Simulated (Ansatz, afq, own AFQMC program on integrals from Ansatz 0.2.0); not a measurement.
# ZrN (doublet): quantum Monte Carlo beside coupled cluster at distance Zr1–N2 = 2.653 Å, def2-SVP

How near does AFQMC come to the top of the ladder for ZrN (doublet)?

Method: def2-SVP, frozen cores; program: Ansatz 0.2.0, Gaussian basis, and an in-house AFQMC program (afq) on its integrals; all values are calculated.

Plan: PBE (unrestricted); r2SCAN (unrestricted); PBE0 (unrestricted); B3LYP (unrestricted); wB97M-V (unrestricted); B2PLYP (unrestricted); CCSD(T) on UHF; CCSDT(Q) on UHF; Phaseless AFQMC, CISD trial on UHF.

14 further runs of the same task are left out: 6 that didn't finish, 8 set aside as unsound or not needed.

## Step 1: The geometry

The geometry derives from a PBE0/def2-TZVP stationary point (not a proven minimum). One bond is set to the value named and the two fragments are kept rigid. No spin-orbit coupling is included. Elements past krypton take def2 core potentials.

2 atoms, charge 0, spin multiplicity 2.

Atoms are counted from 1 here; the program's logs count them from 0.

Bond lengths: Zr1–N2 2.653 Å.

## Step 2: PBE (unrestricted)

The input, in.yaml:

```yaml
crystal:
  periodic: [false, false, false]
  atoms:
    - {symbol: Zr, position_ang: [0.000000, 0.000000, 0.000000]}
    - {symbol: N, position_ang: [0.000000, 0.000000, 2.653000]}
basis:
  gaussian: {orbitals: def2-SVP}
magnetization: {spin_polarized: true, initial_magnetization: 1}
hamiltonian: {xc: {name: PBE}}
output: {orbitals: {seedname: orbitals}}
```

On the command line:

```bash
> ansatz run in.yaml --threads 1 --pin off --events-out ev --progress --plain --max-ram 1382MiB
```

The log of the run (excerpt; [...] marks lines left out):

```text
Functional definition: PBE
  name "PBE"
  cite "Perdew, Burke & Ernzerhof, Phys. Rev. Lett. 77, 3865 (1996) doi:10.1103/PhysRevLett.77.3865"
  parent pbe
[...]
450 factors; their error is unknown
[...]
mean field -2760.18238886 eV, -101.4348318718 hartree, gradient 6.4e-6 eV, S^2 2.619933; 29 other end points of the search recorded, 0 dependent functions left out
reference -2760.18243280 eV, -101.4348334867 hartree; 10, 9 occupied and 35, 36 virtual orbitals, 450 factors
Total energy: -2760.18243280 eV, -101.4348334867 hartree
```

Wall time 51 s (1 thread of Arm Neoverse V1, shared host).

From the report: ⟨S²⟩ of the determinant 2.620 (pure doublet: 0.75). The determinant is far from a pure spin state, so its energy mixes those of several spin states (harmless only where they are near-degenerate, as at dissociation).

## Step 3: r2SCAN (unrestricted)

in.yaml, as its differences from that of step 2:

```diff
@@ -8,3 +8,2 @@
 magnetization: {spin_polarized: true, initial_magnetization: 1}
-hamiltonian: {xc: {name: PBE}}
-output: {orbitals: {seedname: orbitals}}
+hamiltonian: {xc: {name: r2SCAN}}
```

Same command.

The log of the run (excerpt; [...] marks lines left out):

```text
Functional definition: r2SCAN
  name "r2SCAN"
  cite "Furness, Kaplan, Ning, Perdew & Sun, J. Phys. Chem. Lett. 11, 8208 (2020) doi:10.1021/acs.jpclett.0c02405"
  cite "Furness, Kaplan, Ning, Perdew & Sun, J. Phys. Chem. Lett. 11, 9248 (2020) doi:10.1021/acs.jpclett.0c03077"
  parent r2scan
[...]
450 factors; their error is unknown
[...]
mean field -2761.59628525 eV, -101.4867916059 hartree, gradient 5.4e-6 eV, S^2 2.871446; 27 other end points of the search recorded, 0 dependent functions left out
reference -2761.59632266 eV, -101.4867929806 hartree; 10, 9 occupied and 35, 36 virtual orbitals, 450 factors
Total energy: -2761.59632266 eV, -101.4867929806 hartree
```

It took 74 s on 1 thread of Arm Neoverse V1, shared host.

From the report: ⟨S²⟩ of the determinant 2.871 (pure doublet: 0.75). The determinant is far from a pure spin state, so its energy mixes those of several spin states (harmless only where they are near-degenerate, as at dissociation).

## Step 4: PBE0 (unrestricted)

in.yaml, as its differences from that of step 3:

```diff
@@ -8,2 +8,3 @@
 magnetization: {spin_polarized: true, initial_magnetization: 1}
-hamiltonian: {xc: {name: r2SCAN}}
+hamiltonian: {xc: {name: PBE0}}
+output: {orbitals: {seedname: orbitals}}
```

Same command.

The log of the run (excerpt; [...] marks lines left out):

```text
Functional definition: PBE0
  name "PBE0"
  cite "Adamo & Barone, J. Chem. Phys. 110, 6158 (1999) doi:10.1063/1.478522"
  cite "Perdew, Burke & Ernzerhof, Phys. Rev. Lett. 77, 3865 (1996) doi:10.1103/PhysRevLett.77.3865"
  parent pbe
[...]
470 factors; integrals over basis functions are off by at most 3.7e-4 eV
[...]
mean field -2759.52667500 eV, -101.4107348318 hartree, gradient 7.1e-6 eV, S^2 2.839070; 25 other end points of the search recorded, 0 dependent functions left out
reference -2759.52670764 eV, -101.4107360313 hartree; 10, 9 occupied and 35, 36 virtual orbitals, 470 factors
Total energy: -2759.52670764 eV, -101.4107360313 hartree
```

Run time: 32 s. Hardware: 1 thread of Arm Neoverse V1, shared host.

From the report: ⟨S²⟩ of the determinant 2.839 (pure doublet: 0.75). The determinant is far from a pure spin state, so its energy mixes those of several spin states (harmless only where they are near-degenerate, as at dissociation).

## Step 5: B3LYP (unrestricted)

in.yaml, as its differences from that of step 4:

```diff
@@ -8,3 +8,2 @@
 magnetization: {spin_polarized: true, initial_magnetization: 1}
-hamiltonian: {xc: {name: PBE0}}
-output: {orbitals: {seedname: orbitals}}
+hamiltonian: {xc: {name: B3LYP}}
```

Launched as before.

The log of the run (excerpt; [...] marks lines left out):

```text
Functional definition: B3LYP
  name "B3LYP"
  cite "Stephens, Devlin, Chabalowski & Frisch, J. Phys. Chem. 98, 11623 (1994) doi:10.1021/j100096a001"
  cite "Becke, Phys. Rev. A 38, 3098 (1988) doi:10.1103/PhysRevA.38.3098"
  cite "Lee, Yang & Parr, Phys. Rev. B 37, 785 (1988) doi:10.1103/PhysRevB.37.785"
  cite "Vosko, Wilk & Nusair, Can. J. Phys. 58, 1200 (1980) doi:10.1139/p80-159"
[...]
470 factors; integrals over basis functions are off by at most 3.7e-4 eV
[...]
mean field -2761.99782317 eV, -101.5015478521 hartree, gradient 1.8e-6 eV, S^2 2.756434; 33 other end points of the search recorded, 0 dependent functions left out
reference -2761.99801889 eV, -101.5015550448 hartree; 10, 9 occupied and 35, 36 virtual orbitals, 470 factors
Total energy: -2761.99801889 eV, -101.5015550448 hartree
```

Wall time 45 s (1 thread of Arm Neoverse V1, shared host).

From the report: ⟨S²⟩ of the determinant 2.756 (pure doublet: 0.75). The determinant is far from a pure spin state, so its energy mixes those of several spin states (harmless only where they are near-degenerate, as at dissociation).

## Step 6: wB97M-V (unrestricted)

in.yaml, as its differences from that of step 5:

```diff
@@ -8,2 +8,3 @@
 magnetization: {spin_polarized: true, initial_magnetization: 1}
-hamiltonian: {xc: {name: B3LYP}}
+hamiltonian: {xc: {name: wB97M-V}}
+output: {orbitals: {seedname: orbitals}}
```

Launched as before.

The log of the run (excerpt; [...] marks lines left out):

```text
Functional definition: wB97M-V
  name "wB97M-V"
  cite "Mardirossian & Head-Gordon, J. Chem. Phys. 144, 214110 (2016) doi:10.1063/1.4952647"
  cite "Becke, J. Chem. Phys. 107, 8554 (1997) doi:10.1063/1.475007"
  cite "Vydrov & Van Voorhis, J. Chem. Phys. 133, 244103 (2010) doi:10.1063/1.3521275"
  # Of w^i u^j: cxij and so on, Table III.
[...]
  gx(w, u) = 1 - cx + cx01*u + cx10*w
  gss(w, u) = css00 + css04*u^4 + css10*w + css20*w^2 + css43*w^4*u^3
  gos(w, u) = cos00 + cos10*w + (cos20 + cos21*u)*w^2 + (cos60 + cos61*u)*w^6
[...]
      + integral(e_c_pw_mod_opposite_spin*gos(b97_w_opposite, b97_u_opposite)) + vv10(b, c)
470 factors; integrals over basis functions are off by at most 3.7e-4 eV
118 factors; integrals over basis functions are off by at most 7.2e-5 eV
[...]
mean field -2758.46553086 eV, -101.3717385041 hartree, gradient 3.0e-6 eV, S^2 2.806627; 25 other end points of the search recorded, 0 dependent functions left out
reference -2758.46557377 eV, -101.3717400810 hartree; 10, 9 occupied and 35, 36 virtual orbitals, 470 factors
Total energy: -2758.46557377 eV, -101.3717400810 hartree
```

Wall time 2.6 min (1 thread of Arm Neoverse V1, shared host); peak memory 0.26 GiB.

From the report: ⟨S²⟩ of the determinant 2.807 (pure doublet: 0.75). The determinant is far from a pure spin state, so its energy mixes those of several spin states (harmless only where they are near-degenerate, as at dissociation).

## Step 7: B2PLYP (unrestricted)

in.yaml, as its differences from that of step 6:

```diff
@@ -8,3 +8,3 @@
 magnetization: {spin_polarized: true, initial_magnetization: 1}
-hamiltonian: {xc: {name: wB97M-V}}
-output: {orbitals: {seedname: orbitals}}
+hamiltonian: {xc: {name: B2PLYP}}
+correlation: {electrons: outside_noble_gas}
```

Same command.

The log of the run (excerpt; [...] marks lines left out):

```text
Functional definition: B2PLYP
  name "B2PLYP"
  cite "Grimme, J. Chem. Phys. 124, 034108 (2006) doi:10.1063/1.2148954"
  cite "Becke, Phys. Rev. A 38, 3098 (1988) doi:10.1103/PhysRevA.38.3098"
  cite "Lee, Yang & Parr, Phys. Rev. B 37, 785 (1988) doi:10.1103/PhysRevB.37.785"
[...]
470 factors; integrals over basis functions are off by at most 3.7e-4 eV
[...]
mean field -2754.41498184 eV, -101.2228835731 hartree, gradient 6.7e-6 eV, S^2 2.904077; 28 other end points of the search recorded, 0 dependent functions left out
5 core orbitals not correlated: weight in the atoms' cores, before any rotation towards them, 0.999 or more for the frozen orbitals, at most 0.000 for the correlated occupied ones
reference -2754.41510292 eV, -101.2228880226 hartree; 5, 4 occupied and 35, 36 virtual orbitals, 470 factors
second order -4.44516581 eV of doubles, -0.00000000 eV of singles
Total energy: -2755.61529769 eV, -101.2669943669 hartree
```

It took 56 s on 1 thread of Arm Neoverse V1, shared host.

From the report: ⟨S²⟩ of the determinant 2.904 (pure doublet: 0.75). The determinant is far from a pure spin state, so its energy mixes those of several spin states (harmless only where they are near-degenerate, as at dissociation).

## Step 8: CCSD(T) on UHF

in.yaml, as its differences from that of step 7:

```diff
@@ -8,3 +8,2 @@
 magnetization: {spin_polarized: true, initial_magnetization: 1}
-hamiltonian: {xc: {name: B2PLYP}}
-correlation: {electrons: outside_noble_gas}
+correlation: {method: ccsd_t, electrons: outside_noble_gas, hamiltonian_folder: ham}
```

Launched as before.

The log of the run (excerpt; [...] marks lines left out):

```text
Functional definition: HF
  name "HF"
  cite "Fock, Z. Phys. 61, 126 (1930) doi:10.1007/BF01340294"
  parent pbe
[...]
470 factors; integrals over basis functions are off by at most 3.7e-4 eV
[...]
mean field -2742.21738675 eV, -100.7746302213 hartree, gradient 2.4e-6 eV, S^2 3.250929; 40 other end points of the search recorded, 0 dependent functions left out
determinant -2742.21738675 eV, -100.7746302213 hartree, with singles and doubles -2746.18902784 eV, -100.9205853393 hartree
determinant -2742.19286048 eV, -100.7737288974 hartree, with singles and doubles -2745.85721455 eV, -100.9083914260 hartree
determinant -2742.17290292 eV, -100.7729954708 hartree, with singles and doubles -2746.06968849 eV, -100.9161996992 hartree
determinant -2742.07559837 eV, -100.7694195947 hartree, with singles and doubles -2746.14989497 eV, -100.9191472331 hartree
[...]
determinant -2741.76902791 eV, -100.7581533378 hartree, with singles and doubles -2745.96854296 eV, -100.9124826695 hartree
determinant -2741.63867117 eV, -100.7533628161 hartree, with singles and doubles -2745.93388302 eV, -100.9112089402 hartree
determinant -2741.55355829 eV, -100.7502349754 hartree, with singles and doubles -2746.00301049 eV, -100.9137493279 hartree
5 core orbitals not correlated: weight in the atoms' cores, before any rotation towards them, 0.998 or more for the frozen orbitals, at most 0.002 for the correlated occupied ones
reference -2742.21738675 eV, -100.7746302213 hartree; 5, 4 occupied and 35, 36 virtual orbitals, 470 factors
second order -3.08120805 eV of doubles, -0.00000000 eV of singles
cycle   1  -4.01679992 eV  change    1.6e-6 eV  update   5.3e-6
[...]
cycle   4  -4.01678484 eV  change    4.6e-6 eV  update   2.8e-6
perturbative correction -0.15097036 eV, -0.0055480585 hartree
Total energy: -2746.38514195 eV, -100.9277924001 hartree
```

Run time: 35 s. Hardware: 1 thread of Arm Neoverse V1, shared host.

From the report: ⟨S²⟩ of the determinant 3.251 (pure doublet: 0.75); correlation -4.1678 eV; T1 0.078; largest double amplitude 0.05. The determinant is far from a pure spin state, so its energy mixes those of several spin states (harmless only where they are near-degenerate, as at dissociation).

This run also writes the integrals to the folder ham.

## Step 9: CCSDT(Q) on UHF

in.yaml, as its differences from that of step 8:

```diff
@@ -8,2 +8,2 @@
 magnetization: {spin_polarized: true, initial_magnetization: 1}
-correlation: {method: ccsd_t, electrons: outside_noble_gas, hamiltonian_folder: ham}
+correlation: {method: ccsdt_q, electrons: outside_noble_gas}
```

Same command.

The log of the run (excerpt; [...] marks lines left out):

```text
Functional definition: HF
  name "HF"
  cite "Fock, Z. Phys. 61, 126 (1930) doi:10.1007/BF01340294"
  parent pbe
[...]
792 factors; integrals over basis functions are off by at most 1.2e-7 eV
[...]
mean field -2742.21739876 eV, -100.7746306626 hartree, gradient 2.8e-6 eV, S^2 3.250918; 39 other end points of the search recorded, 0 dependent functions left out
determinant -2742.21739876 eV, -100.7746306626 hartree, with singles and doubles -2746.18904504 eV, -100.9205859714 hartree
determinant -2742.19287389 eV, -100.7737293903 hartree, with singles and doubles -2745.85722947 eV, -100.9083919740 hartree
determinant -2742.17291353 eV, -100.7729958608 hartree, with singles and doubles -2746.06970342 eV, -100.9162002478 hartree
determinant -2742.07561262 eV, -100.7694201180 hartree, with singles and doubles -2746.14991067 eV, -100.9191478100 hartree
[...]
determinant -2741.76904375 eV, -100.7581539199 hartree, with singles and doubles -2745.96856046 eV, -100.9124833126 hartree
determinant -2741.63869065 eV, -100.7533635320 hartree, with singles and doubles -2745.93390568 eV, -100.9112097727 hartree
determinant -2741.55358710 eV, -100.7502360342 hartree, with singles and doubles -2746.00304159 eV, -100.9137504706 hartree
5 core orbitals not correlated: weight in the atoms' cores, before any rotation towards them, 0.998 or more for the frozen orbitals, at most 0.002 for the correlated occupied ones
reference -2742.21739876 eV, -100.7746306626 hartree; 5, 4 occupied and 35, 36 virtual orbitals, 792 factors
second order -3.08121895 eV of doubles, -0.00000000 eV of singles
cycle   1  -3.53646086 eV  change   -4.6e-1 eV  update   8.3e-2
[...]
cycle  66  -4.27668927 eV  change    2.6e-7 eV  update   6.1e-7
perturbative correction -0.04250082 eV, -0.0015618763 hartree
Total energy: -2746.53658885 eV, -100.9333579708 hartree
```

Run time: 81 s. Hardware: 1 thread of Arm Neoverse V1, shared host; peak memory 0.29 GiB.

From the report: ⟨S²⟩ of the determinant 3.251 (pure doublet: 0.75); correlation -4.3192 eV; T1 0.101; largest double amplitude 0.15. The determinant is far from a pure spin state, so its energy mixes those of several spin states (harmless only where they are near-degenerate, as at dissociation).

## Step 10: Phaseless AFQMC, CISD trial on UHF

It reads the integrals that the CCSD(T) run on this determinant wrote.

On the command line:

```bash
> afq ham --method phaseless --trial cisd --walkers 60 --populations 1 --least-time 40 --time-step 0.005 --steps-per-block 50 --equilibration-blocks 40 --max-blocks 300 --target-error 0.00072 --factor-cut 1e-05 --start spin_pure --seed 6124 --release-times 0.24,0.51,0.99,1.62,2.4 --release-step 0.03 --release-every 4 --taylor-order 6
```

The log of the run:

```text
orbitals 40  electrons 5 4  factors 305 of 470
reference energy -100.77463022 Eh
CCSD correlation -0.14761421 Eh in 28 cycles, weight of the determinant in the CISD state 0.8048
energy of the start -100.874650 Eh
 block  time / (1/Eh)  mean weight  energy / Eh
     1     0.250  1.0002  -100.899182
     2     0.500  0.9996  -100.914601
     3     0.750  1.0020  -100.918466
     4     1.000  1.0018  -100.923650
     5     1.250  0.9979  -100.930951
     6     1.500  0.9989  -100.926181
     7     1.750  1.0025  -100.924480
     8     2.000  0.9999  -100.921585
     9     2.250  1.0002  -100.924206
    10     2.500  0.9998  -100.930905
    17     4.250  0.9989  -100.929670
    25     6.250  1.0014  -100.931024
    33     8.250  1.0010  -100.941539
    41    10.250  0.9987  -100.930856
    49    12.250  1.0007  -100.932015
    57    14.250  1.0005  -100.927894
    65    16.250  0.9960  -100.948577
    73    18.250  1.0004  -100.933639
    81    20.250  0.9998  -100.930224
    89    22.250  0.9986  -100.940040
    97    24.250  1.0027  -100.919152
   105    26.250  0.9990  -100.922785
   113    28.250  0.9966  -100.902774
   121    30.250  0.9985  -100.936634
   129    32.250  1.0003  -100.931072
   137    34.250  1.0003  -100.935060
   145    36.250  0.9988  -100.930807
   153    38.250  1.0008  -100.921821
   161    40.250  1.0015  -100.934845
   169    42.250  1.0003  -100.925267
   177    44.250  1.0003  -100.918459
   185    46.250  1.0005  -100.935272
   193    48.250  0.9992  -100.932224
   201    50.250  1.0004  -100.926298
   209    52.250  1.0026  -100.912365
   217    54.250  0.9997  -100.944792
   225    56.250  0.9976  -100.919592
   233    58.250  1.0040  -100.925887
   241    60.250  1.0038  -100.931831
   249    62.250  0.9973  -100.943368
   257    64.250  1.0030  -100.927849
   265    66.250  0.9974  -100.932695
   273    68.250  1.0000  -100.932883
   281    70.250  1.0002  -100.933130
   289    72.250  1.0049  -100.919622
   297    74.250  0.9997  -100.933552
   305    76.250  1.0043  -100.928703
   313    78.250  0.9993  -100.937042
   321    80.250  1.0003  -100.929735
   329    82.250  1.0000  -100.926130
   337    84.250  1.0023  -100.926448
blocks merged  error / Eh  count
     1  0.000535  300
     2  0.000671  150
     4  0.000797  75
     8  0.000894  37
    16  0.000871  18
    32  0.000858  9
released: time / (1/Eh)  energy / Eh  error  mean overlap
  0.24  -100.929644  0.001277  0.9944
  0.51  -100.932538  0.001077  0.9939
  0.99  -100.933952  0.001173  1.0039
  1.62  -100.936435  0.001922  0.9964
  2.40  -100.936305  0.002100  0.9646
energy -100.929714 +/- 0.000894 Eh
```

Wall time 8.4 min (1 thread of Arm Neoverse V1, shared host).

Energy -2746.4374 ± 0.0243 eV. Caveats: constraint bias not in the error.

## Step 11: AFQMC on the ladder

On the UHF determinant, counted from CCSDT(Q) (a yardstick, not exact):

| level | energy (eV) | from CCSDT(Q) (meV) | statistical error (meV) | time |
| --- | --- | --- | --- | --- |
| HF | -2742.2174 | +4319.2 |  |  |
| MP2 | -2745.2986 | +1238.0 |  |  |
| CCSD | -2746.2342 | +302.4 |  |  |
| CCSD(T) | -2746.3851 | +151.4 |  |  |
| CCSDT(Q) | -2746.5366 | 0.0 |  |  |
| Phaseless AFQMC, CISD trial, step 0.005, 60 walkers | -2746.4374 | +99.2 | 24.3 | 8.4 min |

The functionals' totals stand on their own zeros and serve differences with other points: PBE -2760.182 eV; r2SCAN -2761.596 eV; PBE0 -2759.527 eV; B3LYP -2761.998 eV; wB97M-V -2758.466 eV; B2PLYP -2755.615 eV.

## Step 12: Outcome

| quantity | value |
| --- | --- |
| CCSD(T) on UHF from CCSDT(Q) | +151.4 meV |
| Phaseless AFQMC, CISD trial on UHF from CCSDT(Q) | +99.2 ± 24.3 meV |

In words: On UHF the phaseless walk with the CISD trial lies +99.2 meV from CCSDT(Q), 4 times its error bar. Error bars are statistical and leave out the constraint, the time step and what remains of the start. Zr carries a core potential, and spin-orbit coupling is left out.
